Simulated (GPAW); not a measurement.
Crystal: ZrSiO.

```
Zr Si O
1.0
     3.31999    0.00000    0.00000
     0.00000    3.31999    0.00000
     0.00000    0.00000    7.35184
Zr Si O
2 2 2
Direct
  0.50000 0.00000 0.30841
  0.00000 0.50000 0.69159
  0.00000 0.00000 0.00000
  0.50000 0.50000 0.00000
  0.50000 0.00000 0.61129
  0.00000 0.50000 0.38871
```

The cell comes from a database or a generator and needn't be the stable form of this composition.

Program: GPAW 26.7.0. Alike in all runs: cell as given; smearing fermi-dirac 0.05 eV.

Q: Order these runs on this cell by their pressure, lowest first.
A. level PBEsol; potentials or basis PAW data sets generated in the run's folder for this functional, pw; spin SOC, no magnetisation; k mesh 8 × 8 × 4; cutoff (eV) 800; maxiter 150; band path GXMGZRAZ,XR,MA; band points 100; spin axis theta (degrees) 90
B. level LDA; potentials or basis the program's PAW data sets (release 1.2.1) made for this functional, pw; spin off; k mesh 7 × 7 × 3; cutoff (eV) 600; maxiter 120; convergence default
C. level PBE; potentials or basis GPAW PAW data sets (gpaw-data 1.2.1), pw; spin off; k mesh 7 × 7 × 3; cutoff (eV) 600; maxiter 120; convergence default

A: B (-13.8 GPa), A (-7.2 GPa), C (-4.4 GPa).

Caveats: the cutoff is short for stress and forces, so pressures can be off by a GPa or more (some runs); spin-orbit coupling was added after a scalar SCF, so levels and gaps hold it while energy, forces, pressure and moments don't (some runs).

Not every run made on this cell is shown here.
